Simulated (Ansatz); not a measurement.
Li, space group P6_3/mmc: a test of the smearing width, run with the Python package of Ansatz (0.2.0).

`smear.py`
```python
# -*- coding: utf-8 -*-
"""Smearing width test for Li."""

import warnings

import ansatz
from ase import Atoms

KGRID = (8, 8, 4)
FUNCTIONAL = "pbesol"
VDW = "d3bjatm"


def main():
    warnings.simplefilter("ignore", ansatz.DeckWarning)

    atoms = Atoms(
        ["Li", "Li"],
        scaled_positions=[
            (1 / 3, 2 / 3, 0.25),
            (2 / 3, 1 / 3, 0.75),
        ],
        cell=[
            (3.111, 0.0, 0.0),
            (-1.5555, 2.69421, 0.0),
            (0.0, 0.0, 5.093),
        ],
        pbc=True,
    )
    structure = ansatz.Crystal.from_ase(atoms)

    setup = (
        structure.calculation()
        .kpoints(*KGRID)
        .pseudopotentials("paw")
        .functional(FUNCTIONAL, dispersion=VDW)
    )

    rows = []
    for value in [0.25, 0.15, 0.1, 0.05, 0.025]:
        data = setup.occupations("cold", width=value).run(threads=1).report
        rows.append((value, data["free_energy_ev"] / len(data["lattice"]["sites"]), data["n_iterations"], data["n_kpoints"]))

    print("  width (eV)   F/atom (eV)    iterations      k-points")
    for row in rows:
        print(f"{str(row[0]):>12s}  {row[1]:12.5f}  {row[2]:12d}  {row[3]:12d}")

    # the last row is the reference
    for row in rows[:-1]:
        shift = 1000 * (row[1] - rows[-1][1])
        print(f"{row[0]}: {shift:+.2f} meV/atom" + ("  (within 1 meV)" if abs(shift) < 1 else ""))


if __name__ == "__main__":
    main()
```

How much does the free energy per atom change between the narrowest and the widest smearing, and why?

Going from 0.025 to 0.25 eV changes F by -1.4 meV an atom. This scheme is built to cancel the term in the square of the width, so the shifts stay small and are partly the mesh's error.

The output:

```console
$ python smear.py
  width (eV)   F/atom (eV)    iterations      k-points
        0.25    -203.12880             4            30
        0.15    -203.12820             4            30
         0.1    -203.12831             4            30
        0.05    -203.12779             4            30
       0.025    -203.12745             4            30
0.25: -1.36 meV/atom
0.15: -0.76 meV/atom  (within 1 meV)
0.1: -0.86 meV/atom  (within 1 meV)
0.05: -0.34 meV/atom  (within 1 meV)
```

Caveats:
- Dispersion corrections can be off by several per cent in the lattices of metals, and by several GPa in the pressure at a fixed cell.
- For a metal this k-point mesh is coarse: on a finer one energies can move by several to tens of meV an atom and pressures by half a GPa or more, differences at one mesh by less.
- The narrowest width needs the finest mesh, so the last row is no converged reference.
- This isn't the structure that Li takes at ambient conditions.
- The whole script took 3 s on 1 thread of Arm Neoverse V1, with other jobs on the host, peak memory 0.32 GiB.
